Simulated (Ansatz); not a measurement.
**C2H7NSi2: a ladder of functionals and wavefunction methods**

One table from this session's results is given with a row withheld; the runs are named, their logs left out.

Computed with Ansatz 0.2.0, Gaussian basis. Level: functionals in def2-TZVPP, the program's frozen cores in correlated methods.

Plan: PBE-D4, r2SCAN-D4, PBE0-D4, B3LYP-D4, ωB97X-V, ωB97M-V, B2PLYP; CCSD(T)/def2-TZVPP; MP2/def2-QZVPP; extrapolation to the limit.

**The geometry**

The geometry comes from an earlier relaxation with PBE0-D4 in a triple-zeta def2 set; it is a stationary point, not always the lowest conformer.

SMILES `[SiH3]/N=C1\C[SiH2]1`, 12 atoms, charge 0, spin multiplicity 1.

Atoms are counted from 1 here; the program's logs count them from 0.

Bond lengths: Si1–N2 1.755 Å, Si1–H6 1.481 Å, Si1–H7 1.490 Å, Si1–H8 1.489 Å, N2–C3 1.252 Å, C3–C4 1.513 Å, C3–Si5 1.850 Å, C4–Si5 1.883 Å, C4–H9 1.090 Å, C4–H10 1.090 Å, Si5–H11 1.480 Å, Si5–H12 1.480 Å. Angles: N2–Si1–H6 108.3°, N2–Si1–H7 110.8°, N2–Si1–H8 110.8°, H6–Si1–H7 109.2°, H6–Si1–H8 109.2°, H7–Si1–H8 108.7°, Si1–N2–C3 122.2°, N2–C3–C4 139.2°, N2–C3–Si5 153.5°, C4–C3–Si5 67.2°, C3–C4–Si5 65.0°, C3–C4–H9 116.0°, C3–C4–H10 115.9°, Si5–C4–H9 120.0°, Si5–C4–H10 119.6°, H9–C4–H10 112.3°, C3–Si5–C4 47.8°, C3–Si5–H11 121.0° and more.

The first run:

File in.yaml:

```yaml
crystal:
  periodic: [false, false, false]
  atoms:
    - {symbol: Si, position_ang: [-1.760643, -0.626556, 1.266503]}
    - {symbol: N, position_ang: [-0.936595, 0.752346, 0.560433]}
    - {symbol: C, position_ang: [0.100197, 0.626949, -0.130952]}
    - {symbol: C, position_ang: [1.015731, -0.466565, -0.634702]}
    - {symbol: Si, position_ang: [1.503741, 1.279146, -1.144758]}
    - {symbol: H, position_ang: [-2.938567, -0.129872, 2.014541]}
    - {symbol: H, position_ang: [-0.860394, -1.357820, 2.201078]}
    - {symbol: H, position_ang: [-2.216009, -1.568765, 0.206572]}
    - {symbol: H, position_ang: [1.593811, -0.993809, 0.124687]}
    - {symbol: H, position_ang: [0.586901, -1.144020, -1.373730]}
    - {symbol: H, position_ang: [1.303632, 1.678878, -2.555897]}
    - {symbol: H, position_ang: [2.685194, 1.894890, -0.499677]}
basis:
  gaussian: {orbitals: def2-TZVPP}
hamiltonian: {xc: pbe, dispersion: d4}
output: {forces: true, orbitals: {seedname: orbitals}}
```

On the command line:

```console
$ ansatz run in.yaml --threads 4 --pin off --events-out ev --progress --plain --max-ram 10444MiB
```

Steps of the session up to this table: PBE-D4 (GGA); r2SCAN-D4 (meta-GGA); PBE0-D4 (hybrid); B3LYP-D4 (hybrid); ωB97X-V (range-separated); ωB97M-V (range-separated); B2PLYP (double hybrid); CCSD(T) in def2-TZVPP; MP2 in def2-QZVPP.

One of the session's tables, all rows but one given; the rest of the session is left out.

It belongs to the step «Atomisation energies». 

| method | atomisation energy (kJ/mol) |
| --- | --- |
| PBE-D4 | 4269.0 |
| r2SCAN-D4 | 4198.3 |
| PBE0-D4 | 4193.8 |
| B3LYP-D4 | 4203.2 |
| ωB97X-V | 4219.0 |
| ωB97M-V | 4206.1 |
| B2PLYP | 4143.5 |
| HF/def2-TZVPP | 2980.7 |
| MP2/def2-TZVPP | ? |
| CCSD/def2-TZVPP | 3993.0 |
| CCSD(T)/def2-TZVPP | 4062.9 |
| MP2/CBS | 4227.2 |
| CCSD(T)/CBS | 4182.6 |

**Question.** Estimate the row for MP2/def2-TZVPP.

As computed: atomisation energy (kJ/mol): 4107.5. In the column «atomisation energy (kJ/mol)» it lies between CCSD(T)/def2-TZVPP (4062.9) and B2PLYP (4143.5).

To keep in mind: Free atoms (2 Si, 1 N, 2 C, 7 H) were run apart at each level; the atomisation energy is their sum less the molecule, without zero-point or spin-orbit terms.
